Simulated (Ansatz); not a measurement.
I need a scan of the Hubbard U of TlNiF₃, space group Pm-3m. Use Ansatz's Python interface. Settings (first run): PBEsol, PAW, the default cutoff (420 eV here), 5×5×5 k-points, Fermi-Dirac smearing of 0.1 eV, collinear spin.

```xyz
5
Lattice="4.0874 0.0000 0.0000 0.0000 4.0874 0.0000 0.0000 0.0000 4.0874" Properties=species:S:1:pos:R:3 pbc="T T T"
Tl    2.0437    2.0437    2.0437
Ni    0.0000    0.0000    0.0000
F     2.0437    0.0000    0.0000
F     0.0000    2.0437    0.0000
F     0.0000    0.0000    2.0437
```

`tlnif3.py`
```python
"""How the states of TlNiF3 follow the Hubbard U."""

import logging
import sys

import ansatz as az
import numpy as np

logging.basicConfig(stream=sys.stdout, format="%(name)s: %(message)s")
log = logging.getLogger("run")
log.setLevel(logging.INFO)

OCCUPATIONS = "fermi_dirac"
SMEARING_WIDTH = 0.1
XC = "pbesol"
KMESH = (5, 5, 5)


def count_gap(report):
    # lowest empty less highest filled band, counting bands; zero where they overlap
    return max(report.get("gap_by_band_count_ev") or 0.0, 0.0)

lattice = az.Lattice.of(
    (4.087358, 0.0, 0.0),
    (0.0, 4.087358, 0.0),
    (0.0, 0.0, 4.087358),
)
sites = [
    ("Tl", (0.5, 0.5, 0.5)),
    ("Ni", (0.0, 0.0, 0.0)),
    ("F", (0.5, 0.0, 0.0)),
    ("F", (0.0, 0.5, 0.0)),
    ("F", (0.0, 0.0, 0.5)),
]
structure = az.Crystal(lattice=lattice)
for symbol, position in sites:
    structure = structure.atom(symbol, position)
structure = structure.moments(Ni=2.0)

calc = structure.calculation()
calc = calc.spin(az.SpinTreatment.COLLINEAR)
calc = calc.occupations(OCCUPATIONS, width=SMEARING_WIDTH)
calc = calc.functional(XC).kpoints(*KMESH)
calc = calc.band_table()
rows = []
for u in [2.0, 4.0, 6.0, 8.0]:
    r = calc.hubbard("Ni", "d", u_eff=u).run().report
    shell = r["hubbard"]["n_scf"]
    rows.append((u, count_gap(r), sum(shell) / len(shell), max(abs(m) for m in r["site_moments_mub"]), r["n_iterations"]))
lines = [",".join(["U_eff eV", "gap by band count eV", "Ni d occupation (projector)", "largest moment muB", "iterations"])] + [",".join(f"{v:.4f}" if isinstance(v, float) else str(v) for v in row) for row in rows]
print("\n".join(lines))
with open("plus_u.csv", "w") as handle:
    handle.write("\n".join(lines) + "\n")
```

```console
$ python tlnif3.py
DeckWarning: basis.ecutwfc = 420 eV, auto-derived from the records' recommended cutoffs: set by Tl (normal level)
U_eff eV,gap by band count eV,Ni d occupation (projector),largest moment muB,iterations
2.0000,1.5253,8.2333,1.7168,15
4.0000,2.3015,8.1985,1.7471,15
6.0000,3.0751,8.1673,1.7731,15
8.0000,3.6989,8.1404,1.7946,14
```
(Warnings from the package without file and line.)

From U = 2 to 8 eV the largest site moment goes from 1.72 to 1.79 μB.

Caveats:
- Other magnetic orders than the one started from may lie lower.
- Along an axis with an odd division the mesh misses the point at one half; a gap read on a finite mesh is an upper bound on this functional's gap.
- Spin-orbit coupling, left out here, can change this gap by several tenths of an eV, and inverted bands can meet off the mesh.
- With one magnetic atom the cell can hold only ferromagnetic order.
- An opening on this mesh may only mean that it misses a point where bands touch.
- The structure comes from a database of computed cells and needn't be a stable or known phase.
- Gaps and levels are Kohn-Sham values on a finite set of k-points, without spin-orbit coupling.
- Shell occupations and the effect of U depend on the projectors; a run with no .spin step is spin-unpolarised, and each U may end in a state that isn't the lowest.
- Wall time of the script: 14 s on 1 thread of Intel(R) Xeon(R) 6975P-C (Granite Rapids) (shared host), peak memory 0.58 GiB.

(A comment or docstring line of the script was reworded after the run, the code is as it ran.)
